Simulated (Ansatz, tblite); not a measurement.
BeCu2SnS4: GFN2-xTB, run from Python

These are simulated results from tblite 0.8.0, not measurements. The cell was built from a prototype and was relaxed with r2SCAN in plane waves (Ansatz 0.2.0). It may be hypothetical. All runs are without spin polarisation.

It is tetragonal, I-42m (No. 121); conventional cell a = 5.230 Å, c = 10.713 Å, 18.32 Å³ an atom. Cu is surrounded by 4 S at 2.29 Å; Be is surrounded by 4 S at 2.14 Å; Sn is surrounded by 4 S at 2.44 Å; S is surrounded by 1 Be at 2.14 Å and 2 Cu at 2.29 Å and 1 Sn at 2.44 Å.

tblite solves periodic systems at the zone centre alone, so the script builds a cluster of 2×2×1 conventional cells (64 atoms), which folds in a coarse mesh of k points.

Input script:

```python
import json
from ase import Atoms
from ase.build import make_supercell
from ase.units import Bohr, GPa, Hartree
from tblite.interface import Calculator

atoms = Atoms(['Cu', 'Cu', 'Be', 'Sn', 'S', 'S', 'S', 'S'],
              cell=[[-2.61509439, 2.61509439, 5.35634886], [2.61509439, -2.61509439, 5.35634886], [2.61509439, 2.61509439, -5.35634886]],
              scaled_positions=[[0.75, 0.25, 0.5], [0.25, 0.75, 0.5], [0.0, 0.0, 0.0], [0.5, 0.5, 0.0], [0.901214975, 0.901214975, 0.551433407], [0.098785025, 0.650218432, 0.0], [0.650218432, 0.098785025, 0.0], [0.349781568, 0.349781568, 0.448566593]],
              pbc=True)
cluster = make_supercell(atoms, [[0, 2, 2], [2, 0, 2], [1, 1, 0]])
calc = Calculator('GFN2-xTB', cluster.numbers, cluster.positions / Bohr, lattice=cluster.cell[:] / Bohr, periodic=cluster.pbc)
calc.set('temperature', 0.02 / Hartree)
calc.set('max-iter', 150)
res = calc.singlepoint()
levels = res.get('orbital-energies') * Hartree
nv = round(res.get('orbital-occupations').sum() / 2)
cells = len(cluster) // len(atoms)
out = {'energy_per_cell': res.get('energy') * Hartree / cells, 'homo': levels[nv - 1], 'lumo': levels[nv],
       'stress': (-res.get('virial') * Hartree / cluster.get_volume() / GPa).tolist(), 'charges': res.get('charges')[:len(atoms)].tolist(), 'electrons': 2 * nv / cells}
json.dump(out, open('results.json', 'w'))
for key, value in out.items():
    print(key, value)
```

Command: `python run.py`. It took 8 s on 1 thread of Arm Neoverse V1 (shared host), peak memory 0.13 GiB.

The log:

```
------------------------------------------------------------
  cycle        total energy    energy error   density error
------------------------------------------------------------
      1     -181.5851205650  -1.8202038E+02   4.3001247E-01
      2     -73.68405269768   1.0790107E+02   1.5374656E+00
      3     -190.8436402942  -1.1715959E+02   1.8648298E-01
      4     -178.2030576114   1.2640583E+01   3.5564787E-01
      5     -172.5270258630   5.6760317E+00   2.6278147E-01
      6     -191.5567671730  -1.9029741E+01   4.9294858E-02
      7     -191.3849828772   1.7178430E-01   6.3230030E-02
      8     -191.6795755972  -2.9459272E-01   1.8046974E-02
      9     -191.6758737893   3.7018079E-03   1.3629894E-02
     10     -191.6895098415  -1.3636052E-02   8.8860605E-03
     11     -191.6894128470   9.6994466E-05   9.6192050E-03
     12     -191.6879467914   1.4660556E-03   1.0206554E-02
     13     -191.6892533769  -1.3065855E-03   8.5625855E-03
     14     -191.6908567772  -1.6034002E-03   6.0406256E-03
     15     -191.6911531070  -2.9632988E-04   5.1044972E-03
     16     -191.6913771137  -2.2400667E-04   3.9447878E-03
     17     -191.6914471437  -7.0030042E-05   3.3766935E-03
     18     -191.6914683894  -2.1245674E-05   3.1130923E-03
     19     -191.6915902841  -1.2189468E-04   1.7235254E-03
     20     -191.6916268878  -3.6603673E-05   1.3780773E-03
     21     -191.6916433418  -1.6454006E-05   1.2119700E-03
     22     -191.6916591121  -1.5770359E-05   7.7277418E-04
     23     -191.6916704420  -1.1329879E-05   4.3775241E-04
     24     -191.6916758812  -5.4391917E-06   2.3695233E-04
     25     -191.6916767514  -8.7019473E-07   1.8914669E-04
     26     -191.6916770258  -2.7436312E-07   1.7053795E-04
     27     -191.6916770592  -3.3458889E-08   1.6783224E-04
     28     -191.6916769749   8.4367628E-08   1.7662032E-04
     29     -191.6916768728   1.0204909E-07   1.9286804E-04
     30     -191.6916773124  -4.3960301E-07   1.5698230E-04
     31     -191.6916777745  -4.6205594E-07   8.2362555E-05
     32     -191.6916778553  -8.0800135E-08   5.7147238E-05
     33     -191.6916778871  -3.1850419E-08   3.4027031E-05
     34     -191.6916778923  -5.1920779E-09   2.6937402E-05
     35     -191.6916778941  -1.7695072E-09   2.3986822E-05
     36     -191.6916778919   2.1657911E-09   2.6350886E-05
     37     -191.6916778908   1.0867325E-09   2.6336501E-05
     38     -191.6916778925  -1.6204922E-09   2.2818294E-05
     39     -191.6916779030  -1.0539850E-08   5.0154525E-06
------------------------------------------------------------

 total:                                   7.310 sec
energy_per_cell -652.0245306346374
homo -9.127342216293426
lumo -9.127339898292304
stress [[5.427055018256556, -2.5281658540069065e-06, -1.2602713120190791e-06], [-2.528165854106107e-06, 5.427055018256657, -1.2602710515446595e-06], [-1.2602713118109576e-06, -1.2602710516420336e-06, 4.662261716753816]]
charges [0.32177307272079336, 0.32177307272740907, 0.59314540622257, 0.37758879876812557, -0.4035747241657431, -0.40358271511428906, -0.40358271511865584, -0.4035981484527187]
electrons 52.0
```

The cycle table is in hartree for the whole cluster, and the lines after it are in eV (the energy for one cell). The printed stress is in GPa and positive in compression, and the pressure is its mean diagonal.

GFN2-xTB gives no gap at the points read. On the same cell, plane-wave PBE (Ansatz, 8×8×8 k points and the special points) gives a gap of 0.10 eV and r2SCAN a gap of 0.34 eV; on shared hosts these took about 54 and 100 core-seconds on the 8-atom cell, against 8 for the script. Spin-orbit coupling, left out in all these runs, can cut or reorder the gap by tenths of an eV, up to about 1 eV with Pb or Bi.

The same script was run on cells scaled at fixed shape and fractional coordinates:

```csv
volume (Å³/atom),energy (meV/atom),"pressure (GPa, positive in compression)",gap (eV)
16.12,151.0,17.68,0.07
17.22,53.7,10.75,0.00
18.32,0.0,5.17,0.00
19.41,-21.2,1.14,0.00
20.51,-18.1,-1.86,0.00
```

A Birch-Murnaghan fit puts the minimum at 19.79 Å³/atom, 8.1 % above the given cell, with a bulk modulus of 57.6 GPa at fixed shape.

xTB was fitted mostly to molecules, and a small cluster samples few k points, so gaps, pressures and kinks along a curve can be far from a solid's.

The runs are scalar-relativistic, without spin-orbit coupling.
